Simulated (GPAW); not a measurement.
KTaO3:

```
Ta K O
1.0
     3.98830    0.00000    0.00000
     0.00000    3.98830    0.00000
     0.00000    0.00000    3.98830
Ta K O
1 1 3
Direct
  0.00000 0.00000 0.00000
  0.50000 0.50000 0.50000
  0.00000 0.00000 0.50000
  0.00000 0.50000 0.00000
  0.50000 0.00000 0.00000
```

Program: GPAW 26.7.0. Alike in all runs: task band structure; potentials or basis PAW data sets generated in the run's folder for this functional, pw; no spin polarisation; cell as given; k mesh 7 × 7 × 7; cutoff (eV) 800; smearing fermi-dirac 0.05 eV.

Order these runs on this cell by their band gap on the k mesh, lowest first.
A. level PBEsol+U; U Ta d U = 1 eV
B. level PBEsol+U; U Ta d U = 2 eV
C. level PBEsol+U; U Ta d U = 4 eV
D. level PBEsol+U; U Ta d U = 6 eV
E. level PBEsol

E (2.15 eV), A (2.31 eV), B (2.49 eV), C (2.90 eV), D (3.38 eV).

Caveats: spin-orbit coupling is left out, which moves the levels of the heavy elements.

A k mesh can miss the band edges.
